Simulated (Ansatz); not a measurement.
# GaBH3ClO (SMILES O[B](Cl)[GaH2]): BLYP/6-31G(d) (spherical functions)

Aim: the vertical ionisation energy of GaBH3ClO at BLYP/6-31G* (spherical functions), from 2 runs. 

The results are computed with Ansatz 0.2.0.

127 further runs of the same task are left out: 127 set aside as unsound or not needed.

## (1) Starting point

GaBH3ClO: 7 atoms, total charge 0, spin state singlet. SMILES: `O[B](Cl)[GaH2]`. Geometry: relaxed at PBE0-D4/def2-TZVP. This is one conformer, not always the lowest.

Bond lengths: O1–B2 1.344 Å, B2–Cl3 1.789 Å, B2–Ga4 2.095 Å, O1–H5 0.965 Å, Ga4–H6 1.572 Å, Ga4–H7 1.572 Å. Angles: O1–B2–Cl3 118.4°, O1–B2–Ga4 123.4°, Cl3–B2–Ga4 118.3°, B2–O1–H5 114.1°, B2–Ga4–H6 121.3°, B2–Ga4–H7 121.3°, H6–Ga4–H7 117.4°.

## (2) A single-point energy at BLYP/6-31G(d) (spherical functions)

run.yaml reads:

```yaml
crystal:
  periodic: [false, false, false]
  atoms:
    - {symbol: O, position_ang: [-0.845500, -1.229100, 0.927100]}
    - {symbol: B, position_ang: [-0.031900, -0.664900, 0.017900]}
    - {symbol: Cl, position_ang: [0.899000, -1.736200, -1.070500]}
    - {symbol: Ga, position_ang: [0.202400, 1.406200, -0.190800]}
    - {symbol: H, position_ang: [-0.850900, -2.194300, 0.905900]}
    - {symbol: H, position_ang: [-0.691300, 2.232500, -1.186100]}
    - {symbol: H, position_ang: [1.318000, 2.185900, 0.596500]}
basis:
  gaussian:
    orbitals: 6-31G_st_-spherical.json
hamiltonian:
  xc: {name: BLYP}
accuracy: high
output: {orbitals: {seedname: orbitals}}
```

The basis set 6-31G* is read from a file made from the Basis Set Exchange's data (not shown).

Command:

```console
$ ansatz run run.yaml --threads 1 --pin off --max-ram 3480MiB --events-out events.jsonl --progress --plain --runs-dir runs
```

The log of the run:

```text
Warning: RAYON_NUM_THREADS=1 ignored (pool sized by the plan → 1); use --threads N
Functional definition: BLYP
  name "BLYP"
  parameter beta = 0.0042
  parameter a = 0.04918
  parameter b = 0.132
  parameter c = 0.2533
  parameter d = 0.349
  exchange = b88_x(beta = beta)
  correlation = lyp_c(a = a, b = b, c = c, d = d)
1791 factors; integrals over basis functions are off by at most 1.5e-8 eV
mean field evaluation 1: about -67661.6059 eV, gradient 5.8e1 eV
mean field evaluation 2: about -67630.1189 eV, gradient 1.4e2 eV
mean field evaluation 4: about -67666.9858 eV, gradient 1.0e1 eV
mean field evaluation 8: about -67667.1297 eV, gradient 4.9e-1 eV
mean field evaluation 16: about -67667.1303 eV, gradient 1.4e-4 eV
mean field -67667.13031824 eV, -2486.7211727672 hartree, gradient 2.1e-8 eV, S^2 0.000000; 0 other end points of the search recorded, 0 dependent functions left out
reference -67667.13037595 eV, -2486.7211748877 hartree; 32, 32 occupied and 52, 52 virtual orbitals, 1791 factors
Total energy: -67667.13037595 eV, -2486.7211748877 hartree
```

Run time: 7.8 s. Hardware: 1 thread of Arm Neoverse V1, shared host; peak memory 0.2 GiB.

## (3) The doublet cation

molecule.yaml reads:

```yaml
crystal:
  periodic: [false, false, false]
  atoms:
    - {symbol: O, position_ang: [-0.845500, -1.229100, 0.927100]}
    - {symbol: B, position_ang: [-0.031900, -0.664900, 0.017900]}
    - {symbol: Cl, position_ang: [0.899000, -1.736200, -1.070500]}
    - {symbol: Ga, position_ang: [0.202400, 1.406200, -0.190800]}
    - {symbol: H, position_ang: [-0.850900, -2.194300, 0.905900]}
    - {symbol: H, position_ang: [-0.691300, 2.232500, -1.186100]}
    - {symbol: H, position_ang: [1.318000, 2.185900, 0.596500]}
basis:
  gaussian:
    orbitals: 6-31G_st_-spherical.json
total_charge: 1
magnetization:
  spin_polarized: true
  initial_magnetization: 1
hamiltonian:
  xc: {name: BLYP}
accuracy: high
output:
  orbitals: {seedname: orbitals}
```

The basis set 6-31G* is read from a file made from the Basis Set Exchange's data (not shown).

Command:

```console
$ ansatz run molecule.yaml --threads 1 --pin off --max-ram 3480MiB --events-out events.jsonl --progress --plain --runs-dir runs
```

The log of the run:

```text
Warning: RAYON_NUM_THREADS=1 ignored (pool sized by the plan → 1); use --threads N
Functional definition: BLYP
  name "BLYP"
  parameter beta = 0.0042
  parameter a = 0.04918
  parameter b = 0.132
  parameter c = 0.2533
  parameter d = 0.349
  exchange = b88_x(beta = beta)
  correlation = lyp_c(a = a, b = b, c = c, d = d)
1791 factors; integrals over basis functions are off by at most 1.5e-8 eV
mean field evaluation 1: about -67642.1200 eV, gradient 6.1e1 eV
mean field evaluation 2: about -67433.2891 eV, gradient 1.5e2 eV
mean field evaluation 4: about -67655.9148 eV, gradient 1.7e1 eV
mean field evaluation 8: about -67657.7814 eV, gradient 2.5e0 eV
mean field evaluation 16: about -67657.8253 eV, gradient 6.6e-3 eV
mean field evaluation 32: about -67657.8253 eV, gradient 5.3e-8 eV
mean field -67657.82527906 eV, -2486.3792188845 hartree, gradient 5.3e-8 eV, S^2 0.752304; 5 other end points of the search recorded, 0 dependent functions left out
reference -67657.82533562 eV, -2486.3792209630 hartree; 32, 31 occupied and 52, 53 virtual orbitals, 1791 factors
Total energy: -67657.82533562 eV, -2486.3792209630 hartree
```

It took 17 s on 1 thread of Arm Neoverse V1, shared host; peak memory 0.27 GiB.

## (4) What came out

Level: BLYP/6-31G* (spherical functions).

```
                                          quantity           value
                    singlet GaBH3ClO: total energy  -2486.72117 Eh
                     singlet GaBH3ClO: HOMO energy        -6.24 eV
                     singlet GaBH3ClO: LUMO energy        -2.41 eV
                   singlet GaBH3ClO: HOMO–LUMO gap         3.83 eV
                      doublet cation: total energy  -2486.37922 Eh
doublet cation: HOMO energy (highest over α and β)       -12.86 eV
 doublet cation: LUMO energy (lowest over α and β)       -12.35 eV
                              doublet cation: ⟨S²⟩           0.752
vertical ionisation energy (to the doublet cation)        9.305 eV
```

The vertical ionisation energy comes to 9.31 eV (215 kcal/mol). The negative HOMO energy of the first species, 6.24 eV, lies 3.06 eV below that difference.
